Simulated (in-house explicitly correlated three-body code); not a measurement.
# Cd⁴⁶⁺: exact states and exact Kohn–Sham parts

An exercise on one series of results from a longer session: the logs are not shown, and one member is left open.

The numbers are computed with in-house explicitly correlated three-body code version 1 (two electrons, non-relativistic, variational in exponentially correlated functions), except any that are marked as measured or tabulated.

**The atom as given**

* charge of the centre: +48
* mass of the centre: infinite
* interactions: Coulomb
* basis: 260 functions exp(−a r1 − b r2 − g r12) a state, exponent ranges optimised
* units: hartree and bohr; relativity and QED are left out

Set-up of the first run:

Settings:

```ini
Z = 48.0
interaction_strength = 1.0
functions = 260
states_tried = 13
```

Command:

```
$ python run_hyl.py task.json out
```

Steps of the session up to this table: Input and results.

One of the session's tables, all rows but one given; the rest of the session is left out.

It belongs to the step «Levels». 

```
state  binding (eV)  excitation (eV)  ⟨r12⟩ (bohr)
 1 ¹S       30535.5                0       0.04602
 2 ³S       7592.71          22942.8        0.1319
 2 ³P       7544.04          22991.4        0.1137
 2 ¹S       7537.19          22998.3        0.1308
 2 ¹P       7501.71          23033.8        0.1089
 3 ³S       3361.53          27173.9        0.2877
 3 ³P       3347.98          27187.5        0.2681
 3 ¹S             ?                ?             ?
 3 ¹P       3336.65          27198.8        0.2679
 4 ³S       1887.58          28647.9        0.5095
 4 ³P       1881.98          28653.5        0.4899
 4 ¹S       1881.65          28653.8        0.5109
 4 ¹P       1877.36          28658.1        0.4907
```

Q: Estimate the row for 3 ¹S from the others.

As computed: binding (eV): 3346.92; excitation (eV): 27188.5; ⟨r12⟩ (bohr): 0.2885. In the column «binding (eV)» it lies between 3 ¹P (3336.65) and 3 ³P (3347.98).
